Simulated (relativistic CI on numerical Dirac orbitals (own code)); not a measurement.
**Ar³⁺: one ion under different settings**

How much do the settings matter for Ar³⁺? One ion, several inputs.

Program: relativistic CI on numerical Dirac orbitals (own code) version 3. Level of theory: Dirac-Coulomb-Breit CI, KLI orbitals optimised for each configuration, model QED (radiative potential, 1s self-energy scaled to tabulated hydrogen-like ionisation energies), numerical settings as typed. These are calculated values, not measurements, unless marked.

## Step 1: What is computed

```
ion            : Ar³⁺ (Ar IV)
nuclear charge : 18
electrons      : 15
isotope        : A = 40
```

## Step 2: Usual settings

The run's settings:

```ini
atom Ar  Z=18  charge=3  electrons=15
nucleus A=40  rms_radius_fm=3.4274
hamiltonian dirac-coulomb  breit=on  qed=on  c_scale=1
orbitals kli  potential=per-configuration
slater_scale 1
correlation none
mixing on
grid step=0.0125 r_max=25.7
scf mixing=0.4 start=green max_iterations=150 tolerance=2e-08 node_fill=0.05
configurations
  [Ne] 3s2 3p3
  [Ne] 3s 3p4
  [Ne] 3s2 3p2 3d
end
```

On the command line:

```console
> python run_levels.py task.json out
```

The settings of every run stand in task.json; they run in order.

## Step 3: Slater scale 1.2

Settings: those of step 2 with these lines changed.

```diff
@@ -4,3 +4,3 @@
 orbitals kli  potential=per-configuration
-slater_scale 1
+slater_scale 1.2
 correlation none
```

## Step 4: End of the grid 77.1

Settings: those of step 3 with these lines changed.

```diff
@@ -4,6 +4,6 @@
 orbitals kli  potential=per-configuration
-slater_scale 1.2
+slater_scale 1
 correlation none
 mixing on
-grid step=0.0125 r_max=25.7
+grid step=0.0125 r_max=77.1
 scf mixing=0.4 start=green max_iterations=150 tolerance=2e-08 node_fill=0.05
```

## Step 5: Start potential bare, iteration limit 20, speed-of-light factor 2

The run's settings:

```ini
atom Ar  Z=18  charge=3  electrons=15
nucleus A=40  rms_radius_fm=3.4274
hamiltonian dirac-coulomb  breit=on  qed=on  c_scale=2
orbitals kli  potential=per-configuration
slater_scale 1
correlation none
mixing on
grid step=0.0125 r_max=25.7
scf mixing=0.4 start=bare max_iterations=20 tolerance=2e-08 node_fill=0.05
configurations
  [Ne] 3s2 3p3
  [Ne] 3s 3p4
  [Ne] 3s2 3p2 3d
end
```

## Step 6: Node fill 0.5, grid step 0.006, potential mixing 0.7

The run's settings:

```ini
atom Ar  Z=18  charge=3  electrons=15
nucleus A=40  rms_radius_fm=3.4274
hamiltonian dirac-coulomb  breit=on  qed=on  c_scale=1
orbitals kli  potential=per-configuration
slater_scale 1
correlation none
mixing on
grid step=0.006 r_max=25.7
scf mixing=0.7 start=green max_iterations=150 tolerance=2e-08 node_fill=0.5
configurations
  [Ne] 3s2 3p3
  [Ne] 3s 3p4
  [Ne] 3s2 3p2 3d
end
```

## Step 7: Tolerance 0.3

Settings: those of step 6 with these lines changed.

```diff
@@ -7,4 +7,4 @@
 mixing on
-grid step=0.006 r_max=25.7
-scf mixing=0.7 start=green max_iterations=150 tolerance=2e-08 node_fill=0.5
+grid step=0.0125 r_max=25.7
+scf mixing=0.4 start=green max_iterations=98 tolerance=0.3 node_fill=0.05
 configurations
```

(Steps that only read results are left out.)

What does the calculation give? Wanted: lowest level, usual settings; total energy; first excitation.

The runs gave:

| setting | total energy less usual (Ha) | largest shift of a level among the lowest eight of both runs, same label and place (cm⁻¹) | SCF iterations | time | lowest level | kind of change |
| --- | --- | --- | --- | --- | --- | --- |
| usual | 0 | 0 | 31 | 0.14 s | 3p3 4S°3/2 | - |
| Slater scale 1.2 | -0.0235 | 8600 | 31 | 0.14 s | 3p3 4S°3/2 | model term |
| end of the grid 77.1 | 0 | 0 | 31 | 0.14 s | 3p3 4S°3/2 | numerical |
| start potential bare, iteration limit 20, speed-of-light factor 2 | 1.3 | 2250 | 35 | 0.16 s | 3p3 4S°3/2 | unphysical constant |
| node fill 0.5, grid step 0.006, potential mixing 0.7 | 0.0108 | 512 | 27 | 0.26 s | 3p3 4S°3/2 | numerical |
| tolerance 0.3 | 0.00266 | 555 | 9 | 0.11 s | 3p3 4S°3/2 | unsound |

| quantity | value |
| --- | --- |
| lowest level, usual settings | 3p3 4S°3/2 |
| total energy | -525.5071 Ha |
| first excitation | 25754 cm⁻¹ |

**Reading.** Among the runs whose levels can be followed, they move most under «Slater scale 1.2» (model term), by up to 8600 cm⁻¹. No visible change in the result comes from «end of the grid 77.1». Only the listed configurations are in the model. Near neutrality, missing correlation can shift configurations against each other by thousands of cm⁻¹.
